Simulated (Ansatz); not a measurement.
# EuMg2Fe (P-3m1) in Ansatz: equation of state

How stiff is EuMg2Fe in PBE, and what volume does it want? The cell is scaled to several volumes.

Everything below comes from runs of Ansatz 0.2.0. Logs are shortened: lines on timing, memory, paths and dates and some standing lists are left out, and cuts for length are marked.

### Step 1. Starting point

Symmetry: P-3m1, No. 164, trigonal system. The conventional cell has a = 4.842 Å, b = 4.842 Å, c = 5.138 Å, α = 90.00°, β = 90.00°, γ = 120.00°. Around Eu (site symmetry -3m) lie 2 Fe at 2.57 Å. Around Fe (site symmetry -3m) lie 2 Eu at 2.57 Å and 6 Mg at 2.80 Å. Mg (site symmetry 3m) is surrounded by 3 Fe at 2.80 Å and 3 Mg at 2.80 Å.

The cell comes from a database or a generator and needn't be the stable form of this composition.

### Step 2. Single point, PBE, collinear spin, ferromagnetic start, 24.51 Å³/atom (volume scaled by 0.94)

File input.yaml:

```yaml
crystal:
  lattice:
    - [4.7429264139, 0.0, 0.0]
    - [-2.371463207, 4.1074947628, 0.0]
    - [0.0, 0.0, 5.0329576724]
  atoms:
    - { symbol: Eu, position: [0.0, 0.0, 0.5], spin: 7.0 }
    - { symbol: Fe, position: [0.0, 0.0, 0.0], spin: 3.0 }
    - { symbol: Mg, position: [0.3333333333, 0.6666666667, 0.02156] }
    - { symbol: Mg, position: [0.6666666667, 0.3333333333, 0.97844] }
hamiltonian:
  xc: pbe
  pseudopotentials: { kind: paw }
magnetization:
  spin_polarized: true
kpoints:
  mp_grid: { grid: [6, 6, 5] }
scf:
  occupations: { method: fermi_dirac, width: 0.05 }
output:
  forces: true
  stress: true
  eigenvalues: true
```

Potentials or basis: Ansatz PAW.

Launch:

```
ansatz run input.yaml --threads 2 --pin off --max-ram 5120MiB --backend cpu --events-out ev --progress --plain --runs-dir out
```

Output:

```text
Warning: RAYON_NUM_THREADS=2 ignored (pool sized by the plan → 2); use --threads N
Engine: ansatz 0.2.0, x86_64-unknown-linux-gnu
Pseudopotentials: kind: paw
Pseudopotential: Eu, paw, valence charge 17, recommended cutoff 420 eV (normal), Eu.paw.azcp
Pseudopotential: Fe, paw, valence charge 16, recommended cutoff 420 eV (normal), Fe.paw.azcp
Pseudopotential: Mg, paw, valence charge 10, recommended cutoff 420 eV (normal), Mg.paw.azcp
Functional definition: PBE
  parameter kappa = 0.804
  parameter beta = 0.06672455060314922
  exchange = pbe_x(kappa = kappa, mu = beta*pi^2/3)
  correlation = pbe_c(beta = beta)
Crystal: 4 atoms, lattice volume = 98.050 Å³
Basis set: ecut = 420 eV, 1907 PW (Γ), exchange–correlation on 64×64×72 points (8 copies of the dense FFT grid, shifted against one another)
Bands: 38, of which v1, the nominal top of the filled ones, is band 27 counted from 1 (26 counted from 0)
Symmetry: 12 space group operations
Space group: P-3m1 (ITA 164), of the structure as read, at distance tolerance 4.6e-5 Å
Magnetic group: BNS 164.85 (UNI 1315), of the structure as read, at distance tolerance 4.6e-5 Å
k-points: 27 of 180
Non-local potential: Eu, projectors of the file, l = 0: 3, l = 1: 2, l = 2: 2, l = 3: 3
Non-local potential: Fe, projectors of the file, l = 0: 3, l = 1: 2, l = 2: 3, l = 3: 1
Non-local potential: Mg, projectors of the file, l = 0: 3, l = 1: 2, l = 2: 1
PAW form: soft (Blöchl's): semilocal exchange-correlation on the pseudo side does not see the compensation charge
PAW one-centre angular grid: Eu, 590 points (default); XC on 64 Gauss nodes
PAW one-centre angular grid: Fe, 590 points (default); XC on 64 Gauss nodes
PAW one-centre angular grid: Mg, 110 points (default); XC on 64 Gauss nodes
Initial density: superposition of atomic densities (chi_scale 0.1, normalization cell)
Starting moments: Σ|m| = 10 μB on 2 of 4 sites
Initial wavefunctions: pseudopotential atomic-orbital guess
Functional: x = pbe(κ = 0.804, μ = 0.2195149727645171), c = pbe(β = 0.06672455060314922)
SCF iter   1: F=—  HF=-17092.089734 eV  |F-HF|=—  |Δ(HF+E_count)|=         —  Δρ=7.91e-2 (↑5.89e-2 ↓7.91e-2)  dr2=5.25e0  dr2_m=3.98e0  M=7.853 μB ∫|m|=8.034 μB  β_m=0.30  ethr=3.10e-3  ⟨swp⟩=6.3  Hψ=7681  notcnv=0
Mixer restart at iter 1: flushing history
preconditioner: auto → Kerker (q_TF=auto, 2.462 Å⁻¹)  [metal: Δε(μ)=0.004 eV  Ē_g=4.659 eV  σ=0.050 eV  W_gap=0.02  n_scr=20 (ndim 8)  ℏωp=17.2 eV  f_vac=0.000  D(μ)=8.95/eV (n_scr^D=120)]
spin=Collinear: Kerker preconditioning applied to the charge; magnetization (m = ρ↑ − ρ↓) channel mixes plain (no charge-response kernel on spin).
SCF iter   2: F=—  HF=-17092.933194 eV  |F-HF|=—  |Δ(HF+E_count)|=   8.43e-1  Δρ=6.37e-2 (↑5.16e-2 ↓6.37e-2)  dr2=3.70e0  dr2_m=2.78e0  M=7.642 μB ∫|m|=7.806 μB  β_m=0.51  ethr=3.10e-3  ⟨swp⟩=2.2  Hψ=3342  notcnv=0  defer=97
SCF iter   3: F=—  HF=-17093.629060 eV  |F-HF|=—  |Δ(HF+E_count)|=   6.96e-1  Δρ=5.49e-2 (↑3.52e-2 ↓5.49e-2)  dr2=1.49e0  dr2_m=1.73e0  M=6.536 μB ∫|m|=7.208 μB  β_m=0.50  ethr=3.10e-3  ⟨swp⟩=3.1  Hψ=3425  notcnv=0  defer=99
SCF iter   4: F=—  HF=-17091.897159 eV  |F-HF|=—  |Δ(HF+E_count)|=    1.73e0  Δρ=2.50e-2 (↑2.50e-2 ↓1.94e-2)  dr2=1.63e0  dr2_m=8.44e-2  M=5.871 μB ∫|m|=8.250 μB  β_m=0.70  ethr=2.82e-3  ⟨swp⟩=3.3  Hψ=4476  notcnv=0  defer=96
SCF iter   5: F=—  HF=-17093.159540 eV  |F-HF|=—  |Δ(HF+E_count)|=    1.26e0  Δρ=2.14e-2 (↑2.14e-2 ↓5.55e-3)  dr2=9.36e-1  dr2_m=1.03e-1  M=5.557 μB ∫|m|=8.746 μB  β_m=0.85  ethr=2.82e-3  ⟨swp⟩=2.6  Hψ=3278  notcnv=0  defer=85
SCF iter   6: F=—  HF=-17093.540171 eV  |F-HF|=—  |Δ(HF+E_count)|=   3.81e-1  Δρ=1.87e-2 (↑1.87e-2 ↓7.34e-3)  dr2=1.09e0  dr2_m=3.73e-2  M=5.314 μB ∫|m|=9.220 μB  β_m=0.75  ethr=1.77e-3  ⟨swp⟩=2.5  Hψ=3189  notcnv=0  defer=85
[... 26 lines left out ...]
SCF iter  30: F=—  HF=-17093.563710 eV  |F-HF|=—  |Δ(HF+E_count)|=   7.52e-8  Δρ=5.59e-6 (↑5.59e-6 ↓2.81e-6)  dr2=7.48e-8  dr2_m=6.95e-9  M=5.473 μB ∫|m|=9.208 μB  β_m=0.96  ethr=1.90e-10  ⟨swp⟩=2.0  Hψ=3440  notcnv=0  defer=86
SCF iter  31: F=—  HF=-17093.563710 eV  |F-HF|=—  |Δ(HF+E_count)|=   1.07e-8  Δρ=6.20e-6 (↑6.20e-6 ↓5.32e-6)  dr2=8.57e-8  dr2_m=1.32e-9  M=5.473 μB ∫|m|=9.208 μB  β_m=0.69  ethr=1.41e-10  ⟨swp⟩=2.0  Hψ=3420  notcnv=0  defer=86
SCF iter  32: F=-17093.563710 eV  HF=-17093.563710 eV  |F-HF|=2.43e-8  |Δ(HF+E_count)|=   1.87e-9  Δρ=5.34e-6 (↑5.34e-6 ↓7.50e-7)  dr2=2.88e-8  dr2_m=6.09e-9  M=5.473 μB ∫|m|=9.208 μB  ethr=1.41e-10  ⟨swp⟩=8.0  Hψ=8490  notcnv=0
SCF 1 converged in 32 iterations: F = -17093.563710 eV  dr2 = 2.88e-8
Symmetry: 4 space group operations
k-points: 55 of 180
Initial density: read from a saved state, or passed on in memory by an earlier SCF of this step, an earlier step, the calling program or the single point that the run made first
Starting moments: Σ|m| = 10 μB on 2 of 4 sites; this step starts from the density that it was given
Initial wavefunctions: those read from a saved state, or passed on in memory by an earlier step or the calling program
iter 1 solved again at ethr=5.42e-11 eV; its pass at ethr=1.89e-6 eV (dr2=2.87e-8 eV) is discarded
SCF iter   1: F=—  HF=-17093.563710 eV  |F-HF|=—  |Δ(HF+E_count)|=         —  Δρ=5.34e-6 (↑5.34e-6 ↓7.50e-7)  dr2=2.87e-8  dr2_m=6.09e-9  M=5.473 μB ∫|m|=9.208 μB  ethr=5.42e-11  ⟨swp⟩=1.0  Hψ=19241  notcnv=0
preconditioner: auto → Kerker (q_TF=auto, 2.462 Å⁻¹)  [metal: Δε(μ)=0.009 eV  Ē_g=6.728 eV  σ=0.050 eV  W_gap=0.04  n_scr=20 (ndim 8)  ℏωp=18.4 eV  f_vac=0.000  D(μ)=5.93/eV (n_scr^D=70)]
spin=Collinear: Kerker preconditioning applied to the charge; magnetization (m = ρ↑ − ρ↓) channel mixes plain (no charge-response kernel on spin).
SCF iter   2: F=—  HF=-17093.563721 eV  |F-HF|=—  |Δ(HF+E_count)|=   1.18e-5  Δρ=4.71e-5 (↑4.71e-5 ↓4.38e-5)  dr2=1.33e-5  dr2_m=4.90e-7  M=5.469 μB ∫|m|=9.209 μB  ethr=1.89e-6  ⟨swp⟩=1.0  Hψ=13068  notcnv=0
SCF iter   3: F=—  HF=-17093.563932 eV  |F-HF|=—  |Δ(HF+E_count)|=   2.10e-4  Δρ=5.72e-5 (↑4.89e-5 ↓5.72e-5)  dr2=5.95e-6  dr2_m=7.18e-7  M=5.489 μB ∫|m|=9.211 μB  ethr=2.82e-8  ⟨swp⟩=1.3  Hψ=12391  notcnv=0
SCF iter   4: F=—  HF=-17093.563937 eV  |F-HF|=—  |Δ(HF+E_count)|=   5.53e-6  Δρ=1.22e-5 (↑1.22e-5 ↓5.12e-6)  dr2=1.49e-7  dr2_m=1.52e-8  M=5.490 μB ∫|m|=9.211 μB  ethr=1.71e-8  ⟨swp⟩=1.2  Hψ=9609  notcnv=0
SCF iter   5: F=-17093.563937 eV  HF=-17093.563937 eV  |F-HF|=1.09e-10  |Δ(HF+E_count)|=   6.08e-8  Δρ=1.11e-6 (↑1.11e-6 ↓8.58e-7)  dr2=1.24e-9  dr2_m=7.28e-10  M=5.490 μB ∫|m|=9.211 μB  ethr=1.89e-10  ⟨swp⟩=1.2  Hψ=11495  notcnv=0
SCF iter   6: F=-17093.563937 eV  HF=-17093.563937 eV  |F-HF|=1.09e-10  |Δ(HF+E_count)|=  2.18e-11  Δρ=1.11e-6 (↑1.11e-6 ↓8.58e-7)  dr2=1.23e-9  dr2_m=7.32e-10  M=5.490 μB ∫|m|=9.211 μB  ethr=2.33e-12  ⟨swp⟩=1.1  Hψ=14769  notcnv=0
SCF 2 converged in 6 iterations: F = -17093.563937 eV  dr2 = 1.23e-9
an SCF along what the orbitals of the run's state read of its open shells (or to have them read: on a GPU, or by another smearing), with 8 of the crystal's symmetry operations given up (55 k-points in place of 27), reached no lower state that the run goes on to. This is no proof of a minimum
SCF converged after 32 iterations
Magnetization: 5.4729 μB (29.2364 up, 23.7636 down)
Absolute magnetization: 9.2085 μB (∫|ρ↑−ρ↓|, with the PAW one-centre terms)
Spin contamination: 1.5616 ħ² per cell (⟨S²⟩ above its minimum at these occupations)
Per-site moments (μB) at R_I (Å): [(6.524187846662956, 1.0380475199325), (-1.808397659712327, 1.0380475199325), (0.029542678926692597, 1.1304475661641784), (0.029542678926692795, 1.1304475661641784)]
Free energy (F): -17093.563710 eV
Harris-Foulkes:  -17093.563710 eV  (|F-HF|=2.43e-8)
Internal energy: -17093.518389 eV  (E = F + TS)
E sigma→0 (E₀):  -17093.541049 eV
Entropy (-TS):   -0.045321 eV (-11.330 meV/atom)
Fermi energy:    8.319319 eV
--- Per-component energies (eV) ---
  E_band       = -1076.771989
  E_kinetic    = 864.544671
  E_local      = -8991.286310  (includes V_loc(G=0)·N_el)
  E_nonlocal   = 873.075211
  E_hartree    = 3590.467378
  E_xc         = -355.438503
  E_vxc        = -432.478466  (∫ρ·V_xc dr)
  E_paw        = -8334.505874  (= ΣΔE_a)
  E_vpaw       = -571.576718  (= ΣTr[D̂ρ^β])
  E_aug_tail   = 0.000864  (compensation charges beyond the density's cutoff)
  E_ewald      = -4740.375826
  E_smearing   = -0.045321  (= −TS)
  E_closure    = -0.000000  (closes the sum)
  Σ components = -17093.563710   (vs F -17093.563710, Δ=0.00e0)
--- Forces (eV/Å), atoms counted from 1 ---
  atom   1  Eu     0.00000000     0.00000000     0.00000000
  atom   2  Fe     0.00000000    -0.00000000     0.00000000
  atom   3  Mg     0.00000000    -0.00000000    -0.03746319
  atom   4  Mg    -0.00000000     0.00000000     0.03746319
  max |Σ_I F_I| component: 1.32e-31 eV/Å
--- Stress (GPa, compression-positive) ---
        2.996378      -0.000000       0.000000
       -0.000000       2.996378       0.000000
        0.000000       0.000000      -0.048833
  P = ⅓ Tr σ = 1.9813 GPa (19.813 kbar)
--- Band table (eV; the first three rows and the last of 54) ---
  k-point 0 ↑: bands = ["-77.0338", "-66.9104", "-66.8987", "-43.2856", "-43.1156", "-43.1156", "-33.6982", "-33.6863", "-33.6726", "-33.6726", "-33.6163", "-33.6163", "-33.0292", "-11.9368", "-11.6937", "-11.6937", "2.2505", "6.9461", "7.3419", "7.3419", "7.4266", "7.4266", "7.4753", "7.5650", "7.5650", "7.6877", "7.6877", "7.8117", "7.8936", "8.2793", "8.8626", "10.3939", "10.3939", "10.8548", "10.8548", "12.2822", "12.7071", "12.7071"]
  k-point 1 ↑: bands = ["-77.0338", "-66.9104", "-66.8987", "-43.2864", "-43.1156", "-43.1156", "-33.6983", "-33.6863", "-33.6726", "-33.6726", "-33.6163", "-33.6163", "-33.0251", "-11.9792", "-11.6948", "-11.6948", "2.4993", "6.7512", "7.1666", "7.3105", "7.3105", "7.3572", "7.3572", "7.7840", "7.7840", "7.8148", "7.8268", "7.8413", "7.8413", "7.8937", "10.0367", "10.2019", "10.2019", "10.3168", "10.3168", "12.5054", "13.1735", "13.1736"]
  k-point 2 ↑: bands = ["-77.0338", "-66.9104", "-66.8987", "-43.2877", "-43.1156", "-43.1156", "-33.6984", "-33.6863", "-33.6726", "-33.6726", "-33.6163", "-33.6163", "-33.0184", "-12.0469", "-11.6967", "-11.6967", "3.0390", "5.5404", "7.2194", "7.2692", "7.2692", "7.3423", "7.3423", "7.8196", "7.8938", "7.9669", "7.9669", "8.3990", "8.3990", "8.8366", "9.2594", "9.2594", "10.1254", "10.1254", "10.2951", "12.5886", "12.5886", "13.1639"]
  k-point 26 ↓: bands = ["-79.0518", "-66.8950", "-66.8950", "-45.1483", "-45.1483", "-45.1412", "-33.6774", "-33.6774", "-33.6707", "-33.6356", "-33.6356", "-33.6014", "-29.9864", "-9.8632", "-9.4181", "-9.4181", "5.3451", "5.3451", "5.8387", "6.4502", "6.4502", "6.9434", "6.9434", "7.3154", "9.1342", "9.1342", "9.9099", "11.9832", "12.2261", "12.2490", "12.2490", "12.3419", "12.3419", "12.5726", "12.7223", "13.4824", "13.4824", "13.8303"]
```

Wall time 39 s (2 threads of AMD EPYC 9R45 (Zen 5), shared host); peak memory 1.2 GiB.

Results:

```yaml
Free_energy: -17093.5637 eV
Pressure: 2.0 GPa
Largest_force: 0.037 eV/Å
Band_gap_on_the_k_mesh: none (metal or under the smearing width)
Net_moment: 5.47 μB per cell
Absolute_moment: 9.21 μB per cell
Site_moments: Eu +6.52; Fe -1.81; Mg +0.03 μB
```

Caveat: spin-orbit coupling is left out, which moves the levels of the heavy elements; without U or exact exchange the open f shell lies at the Fermi level, which spoils levels, moments and volumes; the starting moments weren't kept.

### Step 3. Single point, PBE, collinear spin, ferromagnetic start, 25.03 Å³/atom (volume scaled by 0.96)

input.yaml, as its differences from that of step 2:

```diff
@@ -2,5 +2,5 @@
   lattice:
-    - [4.7429264139, 0.0, 0.0]
-    - [-2.371463207, 4.1074947628, 0.0]
-    - [0.0, 0.0, 5.0329576724]
+    - [4.7763284047, 0.0, 0.0]
+    - [-2.3881642023, 4.1364217353, 0.0]
+    - [0.0, 0.0, 5.0684022041]
   atoms:
```

Potentials or basis: Ansatz PAW.

Launch:

```
ansatz run input.yaml --threads 2 --pin off --max-ram 5120MiB --backend cpu --events-out ev --progress --plain --runs-dir out
```

Wall time 32 s (2 threads of AMD EPYC 9R45 (Zen 5), shared host); peak memory 1.2 GiB.

Results (log left out):

- Free energy: -17093.5843 eV
- Pressure: 1.2 GPa
- Largest force: 0.041 eV/Å
- Band gap on the k mesh: none (metal or under the smearing width)
- Net moment: 5.37 μB per cell
- Absolute moment: 9.29 μB per cell
- Site moments: Eu +6.54; Fe -1.89; Mg +0.03 μB

Caveat: spin-orbit coupling is left out, which moves the levels of the heavy elements; without U or exact exchange the open f shell lies at the Fermi level, which spoils levels, moments and volumes; the starting moments weren't kept.

### Step 4. Single point, PBE, collinear spin, ferromagnetic start, 25.56 Å³/atom (volume scaled by 0.98)

input.yaml, as its differences from that of step 3:

```diff
@@ -2,5 +2,5 @@
   lattice:
-    - [4.7763284047, 0.0, 0.0]
-    - [-2.3881642023, 4.1364217353, 0.0]
-    - [0.0, 0.0, 5.0684022041]
+    - [4.8092696415, 0.0, 0.0]
+    - [-2.4046348208, 4.1649496832, 0.0]
+    - [0.0, 0.0, 5.1033578066]
   atoms:
```

Launch:

```
ansatz run input.yaml --threads 2 --pin off --max-ram 5120MiB --backend cpu --events-out ev --progress --plain --runs-dir out
```

Run time: 41 s. Hardware: 2 threads of AMD EPYC 9R45 (Zen 5), shared host; peak memory 1.2 GiB.

Results (log left out):

| Quantity | Value |
| --- | --- |
| Free energy | -17093.5950 eV |
| Pressure | 0.5 GPa |
| Largest force | 0.044 eV/Å |
| Band gap on the k mesh | none (metal or under the smearing width) |
| Net moment | 5.30 μB per cell |
| Absolute moment | 9.36 μB per cell |
| Site moments | Eu +6.56; Fe -1.96; Mg +0.03 μB |

Caveat: spin-orbit coupling is left out, which moves the levels of the heavy elements; without U or exact exchange the open f shell lies at the Fermi level, which spoils levels, moments and volumes; the starting moments weren't kept.

### Step 5. Single point, PBE, collinear spin, ferromagnetic start, 26.08 Å³/atom

input.yaml, as its differences from that of step 4:

```diff
@@ -2,5 +2,5 @@
   lattice:
-    - [4.8092696415, 0.0, 0.0]
-    - [-2.4046348208, 4.1649496832, 0.0]
-    - [0.0, 0.0, 5.1033578066]
+    - [4.8417656924, 0.0, 0.0]
+    - [-2.4208828462, 4.1930920888, 0.0]
+    - [0.0, 0.0, 5.137841]
   atoms:
```

Launch:

```
ansatz run input.yaml --threads 2 --pin off --max-ram 5120MiB --backend cpu --events-out ev --progress --plain --runs-dir out
```

It took 41 s on 2 threads of AMD EPYC 9R45 (Zen 5), shared host; peak memory 1.2 GiB.

It converged, with:

```yaml
Free_energy: -17093.5965 eV
Pressure: -0.2 GPa
Largest_force: 0.047 eV/Å
Band_gap_on_the_k_mesh: none (metal or under the smearing width)
Net_moment: 5.24 μB per cell
Absolute_moment: 9.42 μB per cell
Site_moments: Eu +6.57; Fe -2.02; Mg +0.03 μB
```

Caveat: spin-orbit coupling is left out, which moves the levels of the heavy elements; without U or exact exchange the open f shell lies at the Fermi level, which spoils levels, moments and volumes; the starting moments weren't kept.

### Step 6. Single point, PBE, collinear spin, ferromagnetic start, 26.60 Å³/atom (volume scaled by 1.02)

input.yaml, as its differences from that of step 5:

```diff
@@ -2,5 +2,5 @@
   lattice:
-    - [4.8417656924, 0.0, 0.0]
-    - [-2.4208828462, 4.1930920888, 0.0]
-    - [0.0, 0.0, 5.137841]
+    - [4.8738313003, 0.0, 0.0]
+    - [-2.4369156502, 4.2208617199, 0.0]
+    - [0.0, 0.0, 5.1718674287]
   atoms:
```

Potentials or basis: Ansatz PAW.

Launch:

```
ansatz run input.yaml --threads 2 --pin off --max-ram 5120MiB --backend cpu --events-out ev --progress --plain --runs-dir out
```

Run time: 8 s. Hardware: 2 threads of AMD EPYC 9R45 (Zen 5), shared host; peak memory 0.61 GiB.

Results (log left out):

| Quantity | Value |
| --- | --- |
| Free energy | -17093.5895 eV |
| Pressure | -0.8 GPa |
| Largest force | 0.051 eV/Å |
| Band gap on the k mesh | none (metal or under the smearing width) |
| Net moment | 5.19 μB per cell |
| Absolute moment | 9.48 μB per cell |
| Site moments | Eu +6.59; Fe -2.08; Mg +0.03 μB |

Caveat: spin-orbit coupling is left out, which moves the levels of the heavy elements; without U or exact exchange the open f shell lies at the Fermi level, which spoils levels, moments and volumes; the starting moments weren't kept.

### Step 7. Single point, PBE, collinear spin, ferromagnetic start, 27.12 Å³/atom (volume scaled by 1.04)

input.yaml, as its differences from that of step 6:

```diff
@@ -2,5 +2,5 @@
   lattice:
-    - [4.8738313003, 0.0, 0.0]
-    - [-2.4369156502, 4.2208617199, 0.0]
-    - [0.0, 0.0, 5.1718674287]
+    - [4.9054804423, 0.0, 0.0]
+    - [-2.4527402212, 4.2482706809, 0.0]
+    - [0.0, 0.0, 5.2054519245]
   atoms:
```

Launch:

```
ansatz run input.yaml --threads 2 --pin off --max-ram 5120MiB --backend cpu --events-out ev --progress --plain --runs-dir out
```

It took 9.2 s on 2 threads of AMD EPYC 9R45 (Zen 5), shared host; peak memory 0.62 GiB.

The run converged. Its results:

| Item | Value |
| --- | --- |
| Free energy | -17093.5749 eV |
| Pressure | -1.4 GPa |
| Largest force | 0.053 eV/Å |
| Band gap on the k mesh | none (metal or under the smearing width) |
| Net moment | 5.14 μB per cell |
| Absolute moment | 9.54 μB per cell |
| Site moments | Eu +6.60; Fe -2.13; Mg +0.03 μB |

Caveat: spin-orbit coupling is left out, which moves the levels of the heavy elements; without U or exact exchange the open f shell lies at the Fermi level, which spoils levels, moments and volumes; the starting moments weren't kept.

### Step 8. Single point, PBE, collinear spin, ferromagnetic start, 27.64 Å³/atom (volume scaled by 1.06)

input.yaml, as its differences from that of step 7:

```diff
@@ -2,5 +2,5 @@
   lattice:
-    - [4.9054804423, 0.0, 0.0]
-    - [-2.4527402212, 4.2482706809, 0.0]
-    - [0.0, 0.0, 5.2054519245]
+    - [4.9367263831, 0.0, 0.0]
+    - [-2.4683631916, 4.2753304593, 0.0]
+    - [0.0, 0.0, 5.2386085632]
   atoms:
```

Launch:

```
ansatz run input.yaml --threads 2 --pin off --max-ram 5120MiB --backend cpu --events-out ev --progress --plain --runs-dir out
```

It took 7.9 s on 2 threads of AMD EPYC 9R45 (Zen 5), shared host; peak memory 0.62 GiB.

Results (log left out):

* Free energy: -17093.5533 eV
* Pressure: -1.9 GPa
* Largest force: 0.056 eV/Å
* Band gap on the k mesh: none (metal or under the smearing width)
* Net moment: 5.10 μB per cell
* Absolute moment: 9.59 μB per cell
* Site moments: Eu +6.62; Fe -2.17; Mg +0.03 μB

Caveat: spin-orbit coupling is left out, which moves the levels of the heavy elements; without U or exact exchange the open f shell lies at the Fermi level, which spoils levels, moments and volumes; the starting moments weren't kept.

### Step 9. Equation of state, PBE, collinear spin, ferromagnetic start

Potentials or basis: Ansatz PAW.

This step only gathers the single runs of the series.

What came out:

```
Equilibrium volume                        : 25.90 Å³/atom
Bulk modulus at fixed shape and positions : 33 GPa
Pressure derivative of the bulk modulus   : 3.4
```

Energy against volume, from the lowest point:
```tsv
volume (Å³/atom)	energy (meV/atom)
24.512	8.19
25.034	3.04
25.556	0.37
26.077	0.00
26.599	1.75
27.120	5.41
27.642	10.81
```

Caveat: the cell was scaled at fixed shape and fractional positions, which overstates the stiffness of a crystal with free parameters, most of all of layers and chains; spin-orbit coupling is left out, which moves the levels of the heavy elements; without U or exact exchange the open f shell lies at the Fermi level, which spoils levels, moments and volumes. The state reached can hang on the start; a lower one may exist.
